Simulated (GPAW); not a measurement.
Runs of GPAW 26.7.0 on SiF. The structure is trigonal, space group R-3m (No. 166). The conventional cell has a = 2.677 Å, b = 2.677 Å, c = 11.695 Å, α = 90.00°, β = 90.00°, γ = 120.00°. Around Si (site symmetry -3m) lie 6 F at 2.49 Å and 6 Si at 2.68 Å. F (site symmetry -3m) is surrounded by 6 Si at 2.49 Å and 6 F at 2.68 Å. The cell was built by a generator and needn't be a form met in nature.

| task | level | potentials or basis | cell | k mesh | optimizer | fmax | max steps | convergence | data set | mesh quality | gap on the mesh (eV) | pressure (GPa) | relaxed volume (Å³/atom) |
| --- | --- | --- | --- | --- | --- | --- | --- | --- | --- | --- | --- | --- | --- |
| relaxation of cell and atoms | RPBE+D3 | the program's PAW data sets (release 1.2.1) made for this functional, pw | relaxed | 7 × 7 × 7 | BFGS | 0.02 eV/Å | 60 | density=1e-05 forces=0.0001 | - | coarse | none | -0.1 | 11.90 |
| single point | PBE | GPAW PAW data sets (gpaw-data 1.2.1), newer versions, pw | as given | 12 × 12 × 12 | - | - | - | - | F v2 | not flagged | none | (a) | - |
| single point | PBE | JTH PAW 2.0, PBE, pw | as given | 12 × 12 × 12 | - | - | - | - | F jth, Si jth | not flagged | none | (b) | - |
| relaxation of cell and atoms | RPBE+D3(BJ)+ATM | the program's PAW data sets (release 1.2.1) made for this functional, pw | relaxed | 7 × 7 × 7 | BFGS | 0.02 eV/Å | 60 | density=1e-05 forces=0.0001 | - | coarse | none | 0.0 | 10.88 |
| single point | PBE | GPAW PAW data sets (gpaw-data 1.2.1), pw | as given | 12 × 12 × 12 | - | - | - | - | - | not flagged | none | -0.7 | - |

Alike in all rows: no spin polarisation; cutoff (eV) 800; smearing fermi-dirac 0.05 eV.

Fill in the values left out.

(a) 0.1; (b) -0.5.

Caveats: some runs use coarse meshes; an odd number of electrons without spin polarisation forces a metal; a magnetic or distorted state may lie lower; later steps reuse the first step's grids (some runs); pairwise dispersion overbinds metals, which lowers pressure and volume (some runs); the program truncates these outside data sets (some runs).

A k mesh can miss the band edges.

A gap of «none» marks a metal or a gap under the smearing width.

Not every run made on this cell is shown here.
